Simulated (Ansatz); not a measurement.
# CH₇N₃Si: up Jacob's ladder to CCSD(T)

How much do the methods differ for CH₇N₃Si? The plan is to run it at one geometry with functionals of several rungs and with coupled cluster, and see how far each lands from CCSD(T) at the basis-set limit for the atomisation energy.

Method: functionals in def2-TZVPP, the program's frozen cores in correlated methods; program: Ansatz 0.2.0, Gaussian basis.

Plan: PBE-D4, r2SCAN-D4, PBE0-D4, B3LYP-D4, ωB97X-V, ωB97M-V, B2PLYP; CCSD(T)/def2-TZVPP; MP2/def2-QZVPP; extrapolation to the limit.

### Step 1. The relaxed structure

All runs share one geometry, relaxed beforehand with PBE0-D4 in a triple-zeta def2 set.

SMILES `N/C=N/[SiH2]N`, 12 atoms, charge 0, spin multiplicity 1.

Atoms are counted from 1 here; the program's logs count them from 0.

Bond lengths: N1–C2 1.351 Å, N1–H6 1.002 Å, N1–H7 1.006 Å, C2–N3 1.267 Å, C2–H8 1.103 Å, N3–Si4 1.722 Å, Si4–N5 1.716 Å, Si4–H9 1.497 Å, Si4–H10 1.485 Å, N5–H11 1.008 Å, N5–H12 1.008 Å. Angles: C2–N1–H6 121.2°, C2–N1–H7 118.8°, H6–N1–H7 119.4°, N1–C2–N3 123.6°, N1–C2–H8 112.3°, N3–C2–H8 124.2°, C2–N3–Si4 123.3°, N3–Si4–N5 115.8°, N3–Si4–H9 109.0°, N3–Si4–H10 108.1°, N5–Si4–H9 107.0°, N5–Si4–H10 106.0°, H9–Si4–H10 111.0°, Si4–N5–H11 119.1°, Si4–N5–H12 119.7°, H11–N5–H12 110.5°.

Coordinates:

| atom | x (Å) | y (Å) | z (Å) |
| --- | --- | --- | --- |
| N1 | -1.9542 | 1.6157 | -0.5767 |
| C2 | -1.0747 | 0.5903 | -0.6151 |
| N3 | -0.4625 | 0.1538 | 0.4049 |
| Si4 | 0.6718 | -1.1401 | 0.3446 |
| N5 | 2.2656 | -0.7588 | 0.8536 |
| H6 | -2.4759 | 1.8829 | -1.3896 |
| H7 | -2.1887 | 2.0192 | 0.3140 |
| H8 | -0.9461 | 0.1879 | -1.6337 |
| H9 | 0.7696 | -1.6370 | -1.0644 |
| H10 | 0.1966 | -2.2119 | 1.2555 |
| H11 | 2.4490 | -0.6308 | 1.8361 |
| H12 | 2.8265 | -0.1265 | 0.3048 |

### Step 2. PBE-D4 (GGA)

The input, in.yaml:

```yaml
crystal:
  periodic: [false, false, false]
  atoms:
    - {symbol: N, position_ang: [-1.954227, 1.615740, -0.576722]}
    - {symbol: C, position_ang: [-1.074720, 0.590348, -0.615089]}
    - {symbol: N, position_ang: [-0.462468, 0.153805, 0.404947]}
    - {symbol: Si, position_ang: [0.671793, -1.140122, 0.344616]}
    - {symbol: N, position_ang: [2.265611, -0.758752, 0.853564]}
    - {symbol: H, position_ang: [-2.475885, 1.882908, -1.389645]}
    - {symbol: H, position_ang: [-2.188722, 2.019202, 0.314006]}
    - {symbol: H, position_ang: [-0.946064, 0.187878, -1.633727]}
    - {symbol: H, position_ang: [0.769587, -1.637042, -1.064434]}
    - {symbol: H, position_ang: [0.196630, -2.211932, 1.255475]}
    - {symbol: H, position_ang: [2.448961, -0.630752, 1.836079]}
    - {symbol: H, position_ang: [2.826506, -0.126482, 0.304830]}
basis:
  gaussian: {orbitals: def2-TZVPP}
hamiltonian: {xc: pbe, dispersion: d4}
output: {forces: true, orbitals: {seedname: orbitals}}
```

The run is started by

```console
ansatz run in.yaml --threads 4 --pin off --events-out ev --progress --plain --max-ram 10444MiB
```

After this run come: r2SCAN-D4 (meta-GGA); PBE0-D4 (hybrid); B3LYP-D4 (hybrid); ωB97X-V (range-separated); ωB97M-V (range-separated); B2PLYP (double hybrid); CCSD(T) in def2-TZVPP; MP2 in def2-QZVPP.

Before running them: what should the planned runs give, taken together? Wanted: atomisation energy, CCSD(T)/CBS; farthest; mean size of error, hybrid; mean size of error, range-separated; gap, smallest and largest; T1 diagnostic; triples share of the correlation energy.

The runs gave:

```
                               quantity                                 value
        atomisation energy, CCSD(T)/CBS                             45.220 eV
    functionals within 0.226 eV (0.5 %)                    r2SCAN-D4, PBE0-D4
                               farthest                    PBE-D4 (+1.206 eV)
             mean size of error, hybrid                              0.240 eV
    mean size of error, range-separated                              0.354 eV
              gap, smallest and largest  4.87 eV (PBE-D4), 11.85 eV (ωB97X-V)
                          T1 diagnostic                                0.0130
triples share of the correlation energy                                 4.0 %
```

In words: PBE-D4 misses by +1.206 eV. Double hybrids carry the basis error of their MP2 part in triple zeta, and no dispersion term here, so their miss is partly the set-up's. The reference freezes the cores and leaves out relativity and excitations past (T), so misses under about 0.226 eV can't be ranked. Hartree-Fock recovers 68 % of the binding; the rest is correlation. The gap grows from 4.9 to 11.8 eV across the functionals, mostly with the share of exact exchange.
